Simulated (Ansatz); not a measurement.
# CH₄ClInS: up Jacob's ladder to CCSD(T)

An exercise on one series of results from a longer session: the logs are not shown, and one member is left open.

Program: Ansatz 0.2.0, Gaussian basis. Level of theory: functionals in def2-TZVPP, the program's frozen cores in correlated methods. These are calculated values, not measurements.

The runs, in order: LDA (SPW92), PBE-D4, revPBE-D4, BLYP-D4, r2SCAN-D4, B97M-V, PBE0-D4, B3LYP-D4, r2SCANh-D4, r2SCAN0-D4, HSE06-D4, BHLYP-D4, CAM-B3LYP-D4, LC-ωPBE, ωB97X-V, ωB97M-V, B2PLYP, PBE-QIDH; CCSD(T)/def2-SVP; CCSD(T)/def2-TZVPP; MP2/def2-QZVPP; extrapolation to the limit; RPA on PBE.

### The geometry

An earlier PBE0-D4 in a triple-zeta def2 set relaxation fixed the geometry. In takes the def2 core potential; no spin-orbit term is included.

SMILES `[CH3][In]([SH])[Cl]`, 8 atoms, charge 0, spin multiplicity 1.

Atoms are counted from 1 here; the program's logs count them from 0.

Bond lengths: C1–In2 2.129 Å, C1–H5 1.089 Å, C1–H6 1.090 Å, C1–H7 1.090 Å, In2–S3 2.373 Å, In2–Cl4 2.345 Å, S3–H8 1.344 Å. Angles: In2–C1–H5 109.0°, In2–C1–H6 109.4°, In2–C1–H7 109.6°, H5–C1–H6 109.9°, H5–C1–H7 110.0°, H6–C1–H7 109.0°, C1–In2–S3 130.2°, C1–In2–Cl4 119.2°, S3–In2–Cl4 110.6°, In2–S3–H8 92.2°.

Set-up of the first run:

in.yaml

```yaml
crystal:
  periodic: [false, false, false]
  atoms:
    - {symbol: C, position_ang: [-0.140065, 1.518766, -0.451334]}
    - {symbol: In, position_ang: [-0.068529, -0.535010, 0.106507]}
    - {symbol: S, position_ang: [1.651475, -1.774376, 1.173762]}
    - {symbol: Cl, position_ang: [-1.915315, -1.907227, -0.344545]}
    - {symbol: H, position_ang: [-1.078452, 1.713901, -0.967535]}
    - {symbol: H, position_ang: [-0.072993, 2.139505, 0.442169]}
    - {symbol: H, position_ang: [0.700014, 1.748490, -1.106547]}
    - {symbol: H, position_ang: [0.923865, -2.904049, 1.147514]}
basis:
  gaussian: {orbitals: def2-TZVPP}
hamiltonian: {xc: lda}
output: {orbitals: {seedname: orbitals}}
```

Steps of the session up to this table: LDA; PBE-D4 (GGA); revPBE-D4 (GGA); BLYP-D4 (GGA); r2SCAN-D4 (meta-GGA); B97M-V (meta-GGA); PBE0-D4 (hybrid); B3LYP-D4 (hybrid); r2SCANh-D4 (hybrid); r2SCAN0-D4 (hybrid); HSE06-D4 (hybrid); BHLYP-D4 (hybrid); CAM-B3LYP-D4 (range-separated); LC-ωPBE (range-separated); ωB97X-V (range-separated); ωB97M-V (range-separated); B2PLYP (double hybrid); PBE-QIDH (double hybrid).

One table of the session follows, with a row left open; its other results are not shown here.

It belongs to the step «Orbital energies across the functionals». 

| functional | HOMO (eV) | LUMO (eV) | gap (eV) |
| --- | --- | --- | --- |
| LDA (SPW92) | -6.60 | -2.39 | 4.22 |
| PBE-D4 | -6.45 | -2.12 | 4.33 |
| revPBE-D4 | ? | ? | ? |
| BLYP-D4 | -6.28 | -2.07 | 4.21 |
| r2SCAN-D4 | -6.74 | -1.87 | 4.87 |
| B97M-V | -6.79 | -1.95 | 4.84 |
| PBE0-D4 | -7.66 | -1.25 | 6.40 |
| B3LYP-D4 | -7.40 | -1.56 | 5.84 |
| r2SCANh-D4 | -7.18 | -1.57 | 5.62 |
| r2SCAN0-D4 | -7.85 | -1.12 | 6.73 |
| HSE06-D4 | -7.26 | -1.62 | 5.64 |
| BHLYP-D4 | -8.71 | -0.59 | 8.12 |
| CAM-B3LYP-D4 | -8.97 | -0.43 | 8.54 |
| LC-ωPBE | -10.40 | 0.67 | 11.07 |
| ωB97X-V | -10.02 | 0.53 | 10.55 |
| ωB97M-V | -9.85 | 0.27 | 10.12 |

Q: Estimate the row for revPBE-D4 from the others.

As computed: HOMO (eV): -6.39; LUMO (eV): -2.01; gap (eV): 4.39. In the column «HOMO (eV)» it lies between PBE-D4 (-6.45) and BLYP-D4 (-6.28).
